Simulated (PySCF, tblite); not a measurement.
**C3H8AlF3O2: a rotation path, then NMR shifts on frames**

Aim: move C3H8AlF3O2 (`C[O+]([AlH3-])COC(F)(F)F`) away from its starting geometry and see how NMR shifts follow the geometry.

Programs: tblite 0.8.0 and PySCF 2.14.0, with density-fitted response routines of our own. Each step states its level of theory. These are calculated values for one molecule in the gas phase, unless marked as measured. Atoms are numbered from 0 throughout.

### 1 The molecule as given

17 atoms, charge 0, multiplicity 1; geometry from: GFN2-xTB.

Bonds of the start (Å): C0–O1 1.42, O1–Al2 1.92, O1–C3 1.38, C3–O4 1.42, O4–C5 1.34, C5–F6 1.34, C5–F7 1.33, C5–F8 1.33, C0–H9 1.09, C0–H10 1.09, C0–H11 1.09, Al2–H12 1.57, Al2–H13 1.57, Al2–H14 1.58, C3–H15 1.10, C3–H16 1.10.

### 2 A band between two rotamers with GFN2-xTB

What the job is given:

```
{"job": {"kind": "neb", "xc": "GFN2-xTB", "basis": "xTB", "atoms": [8, 5, 4, 3], "turn": 120}, "charge": 0, "multiplicity": 1}
C     -1.116143    -1.487400     0.144932
O     -0.708622    -0.180830    -0.230350
Al    -1.515904     1.252462     0.757945
C      0.298013    -0.107112    -1.169605
O      1.544742    -0.552368    -0.648928
C      2.193825     0.315880     0.130834
F      2.492643     1.455561    -0.500500
F      1.520856     0.659135     1.230712
F      3.335622    -0.234001     0.519575
H     -1.545522    -2.011752    -0.711810
H     -0.277460    -2.053377     0.553580
H     -1.875006    -1.341399     0.914225
H     -1.164190     0.801041     2.217108
H     -2.965405     0.927116     0.239979
H     -0.694766     2.395713     0.046434
H      0.110781    -0.768516    -2.024001
H      0.359537     0.941877    -1.480038
```

With the program's defaults for keys left out, this is: GFN2-xTB climbing-image nudged elastic band, gas phase.

On the command line:

```
$ OMP_NUM_THREADS=1 python probes_run.py task.json out
```

One launch serves the whole session: the jobs run in the order shown.

The program printed:

```text
image   E - E0 / eV
  0       0.0000
  1       0.0086
  2       0.0307
  3       0.0608
  4       0.0779
  5       0.0659
  6       0.0352
  7       0.0094
  8       0.0001
```

Run time: 26 s. Hardware: 1 thread, shared host.

The final band, with the dihedral F8–C5–O4–C3:

```csv
image,dihedral (°),energy (eV),energy (kcal/mol)
0,-179,0.000,0.0
1,-169,0.009,0.2
2,-157,0.031,0.7
3,-141,0.061,1.4
4,-122,0.078,1.8
5,-103,0.066,1.5
6,-85,0.035,0.8
7,-71,0.009,0.2
8,-60,0.000,0.0
```

### 3 NMR shieldings: image 0, PBE0/pcSseg-1

What the job is given:

```
{"job": {"kind": "nmr", "xc": "PBE0", "basis": "pcSseg-1", "pop": false}, "charge": 0, "multiplicity": 1}
C     -1.116100    -1.487400     0.144900
O     -0.708600    -0.180800    -0.230400
Al    -1.515900     1.252500     0.757900
C      0.298000    -0.107100    -1.169600
O      1.544700    -0.552400    -0.648900
C      2.193800     0.315900     0.130800
F      2.492600     1.455600    -0.500500
F      1.520900     0.659100     1.230700
F      3.335600    -0.234000     0.519600
H     -1.545500    -2.011800    -0.711800
H     -0.277500    -2.053400     0.553600
H     -1.875000    -1.341400     0.914200
H     -1.164200     0.801000     2.217100
H     -2.965400     0.927100     0.240000
H     -0.694800     2.395700     0.046400
H      0.110800    -0.768500    -2.024000
H      0.359500     0.941900    -1.480000
```

With the program's defaults for keys left out, this is: GIAO PBE0/pcSseg-1 NMR shielding, non-relativistic, gas phase.

The program printed:

```text
coarse grid: 15272 points
cycle   1  E = -810.4799042128  dE =  1.435e+00  |g| = 1.074e+00  |ddm| = 3.451e+00
cycle   2  E = -810.3359629919  dE =  1.439e-01  |g| = 1.493e+00  |ddm| = 1.176e+00
cycle   3  E = -810.6748239777  dE = -3.389e-01  |g| = 6.228e-02  |ddm| = 6.695e-01
cycle   4  E = -810.6752300066  dE = -4.060e-04  |g| = 4.077e-02  |ddm| = 5.708e-02
cycle   5  E = -810.6754762066  dE = -2.462e-04  |g| = 1.103e-02  |ddm| = 2.480e-02
cycle   6  E = -810.6754954847  dE = -1.928e-05  |g| = 2.563e-03  |ddm| = 7.343e-03
cycle   7  E = -810.6754966512  dE = -1.166e-06  |g| = 6.814e-04  |ddm| = 1.805e-03
final grid: 145720 points
cycle   8  E = -810.7673900243  dE = -4.889e-05  |g| = 1.189e-02  |ddm| = 2.401e-02
cycle   9  E = -810.7673732033  dE =  1.682e-05  |g| = 1.571e-02  |ddm| = 1.277e-02
cycle  10  E = -810.7674139410  dE = -4.074e-05  |g| = 8.952e-04  |ddm| = 7.408e-03
cycle  11  E = -810.7674141051  dE = -1.641e-07  |g| = 2.364e-04  |ddm| = 8.248e-04
cycle  12  E = -810.7674141143  dE = -9.187e-09  |g| = 8.587e-05  |ddm| = 1.689e-04
cycle  13  E = -810.7674141153  dE = -9.813e-10  |g| = 1.966e-05  |ddm| = 4.751e-05
converged SCF energy = -810.7674141153

GIAO shielding tensors (ppm)
atom      isotropic    diamagn.    paramagn.     s11        s22        s33       span
  0 C      127.099     246.724    -119.625     91.125    107.553    182.618     91.493
  1 O      288.316     403.251    -114.935    245.510    292.001    327.437     81.927
  2 Al     398.426     796.296    -397.870    370.349    396.959    427.969     57.620
  3 C       92.144     244.319    -152.174     65.991     91.904    118.538     52.547
  4 O      196.318     399.034    -202.716    147.740    204.275    236.940     89.199
  5 C       56.587     237.857    -181.270     53.413     54.168     62.179      8.766
  6 F      252.476     471.370    -218.894    171.306    225.188    360.932    189.626
  7 F      238.563     476.954    -238.391    169.277    205.228    341.184    171.907
  8 F      246.601     467.223    -220.622    182.346    205.100    352.356    170.010
  9 H       28.212      29.278      -1.065     24.482     25.234     34.921     10.439
 10 H       27.422      30.552      -3.130     22.887     26.406     32.973     10.086
 11 H       27.096      29.780      -2.684     22.531     26.056     32.701     10.170
 12 H       27.392      31.116      -3.724     24.476     26.583     31.118      6.642
 13 H       27.380      30.537      -3.158     23.729     26.248     32.163      8.434
 14 H       27.518      31.284      -3.766     24.000     27.672     30.882      6.882
 15 H       26.772      29.554      -2.782     21.751     26.860     31.705      9.954
 16 H       25.429      30.589      -5.161     21.730     26.431     28.125      6.395
```

Run time: 2.3 min. Hardware: 1 thread, shared host.

Shifts follow as δ = σ(reference) − σ, with reference shieldings (ppm) from runs at the same level and on the same kind of geometry: ¹H TMS 31.72, ¹³C TMS 186.9, ¹⁹F CFCl3 170.9, ¹⁷O H2O 336.1, ²⁷Al AlH4- 490.0. The references are single molecules in the gas phase, so shifts against H2O, NH3, PH3, H3PO4 or CFCl3 are not on the usual liquid scales and can be off by tens of ppm. Shifts against hydride references such as AlH4− lie on their own scale. Each atom is listed at this fixed geometry, with no averaging over motion; a spectrum would average atoms that exchange fast.

| atoms | environment | σ (ppm) | δ (ppm) |
| --- | --- | --- | --- |
| C5 | CF3 carbon | 56.6 | 130.3 |
| C3 | sp3 CH2 bonded to 2 O | 92.1 | 94.8 |
| C0 | methyl carbon bonded to O | 127.1 | 59.8 |
| H16 | hydrogen on an sp3 CH2 bonded to 2 O | 25.43 | 6.29 |
| H15 | hydrogen on an sp3 CH2 bonded to 2 O | 26.77 | 4.94 |
| H11 | hydrogen on a methyl carbon bonded to O | 27.10 | 4.62 |
| H13 | hydrogen on an aluminium bonded to O | 27.38 | 4.34 |
| H12 | hydrogen on an aluminium bonded to O | 27.39 | 4.32 |
| H10 | hydrogen on a methyl carbon bonded to O | 27.42 | 4.30 |
| H14 | hydrogen on an aluminium bonded to O | 27.52 | 4.20 |
| H9 | hydrogen on a methyl carbon bonded to O | 28.21 | 3.50 |
| O4 | ether oxygen | 196.3 | 139.8 |
| O1 | donor oxygen of a Lewis adduct | 288.3 | 47.8 |
| Al2 | aluminium bonded to O, 3 H | 398.4 | 91.5 |
| F7 | fluorine of an OCF3 group | 238.6 | -67.6 |
| F8 | fluorine of an OCF3 group | 246.6 | -75.7 |
| F6 | fluorine of an OCF3 group | 252.5 | -81.5 |

### 4 Nuclear shieldings: image 2, PBE0/pcSseg-1

What the job is given:

```
{"job": {"kind": "nmr", "xc": "PBE0", "basis": "pcSseg-1", "pop": false}, "charge": 0, "multiplicity": 1}
C     -1.121400    -1.447700     0.188300
O     -0.668600    -0.162600    -0.210900
Al    -1.536700     1.304300     0.661400
C      0.316200    -0.127800    -1.177600
O      1.582800    -0.546800    -0.688300
C      2.212400     0.259600     0.174400
F      2.063400     1.555400    -0.088400
F      1.819100     0.071400     1.436600
F      3.514100    -0.004900     0.132500
H     -1.553400    -1.977200    -0.664200
H     -0.309900    -2.029200     0.627400
H     -1.892700    -1.260200     0.938100
H     -1.199800     0.918100     2.146400
H     -2.974400     0.942700     0.124900
H     -0.730800     2.436100    -0.077700
H      0.112400    -0.826200    -1.997900
H      0.360300     0.906900    -1.534700
```

With the program's defaults for keys left out, this is: GIAO PBE0/pcSseg-1 NMR shielding, non-relativistic, gas phase.

The program printed:

```text
coarse grid: 15272 points
cycle   1  E = -810.4786404802  dE =  1.422e+00  |g| = 1.073e+00  |ddm| = 3.450e+00
cycle   2  E = -810.3367259851  dE =  1.419e-01  |g| = 1.488e+00  |ddm| = 1.163e+00
cycle   3  E = -810.6730767855  dE = -3.364e-01  |g| = 6.216e-02  |ddm| = 6.623e-01
cycle   4  E = -810.6734817575  dE = -4.050e-04  |g| = 4.068e-02  |ddm| = 5.683e-02
cycle   5  E = -810.6737268665  dE = -2.451e-04  |g| = 1.080e-02  |ddm| = 2.449e-02
cycle   6  E = -810.6737452525  dE = -1.839e-05  |g| = 2.582e-03  |ddm| = 7.205e-03
cycle   7  E = -810.6737464394  dE = -1.187e-06  |g| = 6.919e-04  |ddm| = 1.813e-03
final grid: 145720 points
cycle   8  E = -810.7666900244  dE = -5.496e-05  |g| = 1.188e-02  |ddm| = 2.520e-02
cycle   9  E = -810.7666739373  dE =  1.609e-05  |g| = 1.558e-02  |ddm| = 1.285e-02
cycle  10  E = -810.7667140819  dE = -4.014e-05  |g| = 8.839e-04  |ddm| = 7.331e-03
cycle  11  E = -810.7667142395  dE = -1.576e-07  |g| = 2.519e-04  |ddm| = 8.143e-04
cycle  12  E = -810.7667142502  dE = -1.069e-08  |g| = 8.296e-05  |ddm| = 1.765e-04
cycle  13  E = -810.7667142511  dE = -8.986e-10  |g| = 1.984e-05  |ddm| = 4.642e-05
converged SCF energy = -810.7667142511

GIAO shielding tensors (ppm)
atom      isotropic    diamagn.    paramagn.     s11        s22        s33       span
  0 C      126.088     246.682    -120.594     90.180    105.845    182.238     92.058
  1 O      288.378     403.787    -115.408    246.070    291.528    327.537     81.467
  2 Al     398.401     796.435    -398.034    368.490    398.881    427.831     59.340
  3 C       91.283     243.824    -152.541     65.951     90.653    117.246     51.295
  4 O      195.455     398.512    -203.057    145.232    202.040    239.093     93.861
  5 C       56.405     237.186    -180.781     53.041     54.650     61.524      8.484
  6 F      252.302     474.023    -221.721    172.361    244.276    340.269    167.908
  7 F      234.583     475.692    -241.109    164.387    190.762    348.599    184.212
  8 F      243.704     465.884    -222.180    177.359    201.232    352.520    175.161
  9 H       28.206      29.388      -1.182     24.549     25.278     34.789     10.240
 10 H       27.425      30.538      -3.113     22.909     26.400     32.966     10.058
 11 H       27.020      29.822      -2.801     22.529     25.966     32.567     10.038
 12 H       27.325      31.145      -3.820     24.288     26.596     31.091      6.803
 13 H       27.372      30.514      -3.142     23.782     26.251     32.083      8.300
 14 H       27.482      31.290      -3.809     23.841     27.808     30.796      6.955
 15 H       26.779      29.521      -2.742     21.845     26.936     31.557      9.712
 16 H       25.405      30.512      -5.108     21.876     26.039     28.299      6.423
```

It took 2 min on 1 thread, shared host.

Key values: δ C5 130.5, C3 95.6, C0 60.8, O4 140.6, H16 6.31, H15 4.94 ppm.

(Part 1 of 2 ends here.)
